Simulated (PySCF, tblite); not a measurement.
# C6H9GeNS: geometry, infrared bands and NMR shifts

Wanted: the infrared bands and NMR shifts of C6H9GeNS (`C[S][Ge@@H]1[CH2]C=C[C@H]1C#N`), by calculation.

Computed with tblite 0.8.0 and PySCF 2.14.0, with density-fitted response routines of our own, on a single molecule in the gas phase. Atoms count from 0, in the outputs and in this text.

**1. Starting geometry**

18 atoms, charge 0, multiplicity 1; geometry from: force field or distance geometry start.

Bonds of the start (Å): C0–S1 1.83, S1–Ge2 2.21, Ge2–C3 1.94, C3–C4 1.51, C4–C5 1.34, C5–C6 1.50, C6–C7 1.46, C7–N8 1.17, C6–Ge2 1.92, C0–H9 1.10, C0–H10 1.10, C0–H11 1.12, Ge2–H12 1.54, C3–H13 1.10, C3–H14 1.12, C4–H15 1.09, C5–H16 1.08, C6–H17 1.11.

**2. Optimising the geometry with GFN2-xTB**

Job settings and geometry (Å):

```
{"job": {"kind": "relax", "xc": "GFN2-xTB", "basis": "xTB"}, "charge": 0, "multiplicity": 1}
C      3.055700    -0.109900     0.410300
S      1.966600     1.342800     0.646500
Ge     0.330500     0.488100    -0.568700
C     -1.234700     1.635600    -0.528600
C     -2.270800     0.819400     0.207100
C     -1.959300    -0.413100     0.619800
C     -0.572800    -0.931900     0.361700
C     -0.621200    -2.128400    -0.471600
N     -0.664300    -3.083000    -1.139000
H      3.254100    -0.248000    -0.665100
H      4.002000     0.058700     0.943100
H      2.559600    -1.021000     0.823100
H      0.740400     0.115300    -2.004100
H     -1.570600     1.859800    -1.552700
H     -1.016600     2.568600     0.042600
H     -3.262900     1.229800     0.386900
H     -2.684300    -1.013700     1.154100
H     -0.060000    -1.162600     1.322900
```

Command:

```console
OMP_NUM_THREADS=1 python probes_run.py task.json out
```

The driver reads the jobs from task.json and runs them one after another.

**Question.** This job is followed by: GFN2-xTB harmonic vibrations, gas phase; GIAO PBE0/pcSseg-1 NMR shielding, non-relativistic, gas phase. What will the session give for the following? strongest single infrared mode (GFN2-xTB); zero-point energy (GFN2-xTB); 13C shifts against TMS (PBE0/pcSseg-1); 1H shifts against TMS (PBE0/pcSseg-1, means over atoms taken as alike); 33S shifts against CS2 (PBE0/pcSseg-1); 73Ge shifts against GeMe4 (PBE0/pcSseg-1); 15N shifts against NH3 (PBE0/pcSseg-1).

**Answer**, as computed:

| quantity | value |
| --- | --- |
| strongest single infrared mode (GFN2-xTB) | 1796 cm⁻¹, 373 km/mol |
| zero-point energy (GFN2-xTB) | 80.6 kcal/mol |
| 13C shifts against TMS (PBE0/pcSseg-1) | 141.5, 135.0, 124.2, 24.7, 24.4, 16.2 ppm |
| 1H shifts against TMS (PBE0/pcSseg-1, means over atoms taken as alike) | 6.32, 6.05, 5.89, 2.76, 2.29, 2.28, 2.02 ppm |
| 33S shifts against CS2 (PBE0/pcSseg-1) | -150 ppm |
| 73Ge shifts against GeMe4 (PBE0/pcSseg-1) | 67 ppm |
| 15N shifts against NH3 (PBE0/pcSseg-1) | 295.9 ppm |

The optimisation took 81 steps and gained 0.301 eV; among the close pairs (by a distance rule), Ge2–C6 changed most, from 1.923 to 2.037 Å. No mode is imaginary among the 48: a minimum at this level. The strongest single mode, at 1796 cm⁻¹, moves mainly H12. Unscaled tight-binding wavenumbers are off by several per cent, some by more. Its intensities can rank the bands wrongly. At PBE0/pcSseg-1: The largest span, 473 ppm, is at N8, where the paramagnetic term is -369 ppm. Spin-orbit coupling is left out, which matters for shieldings and couplings at and beside the heavy atoms.
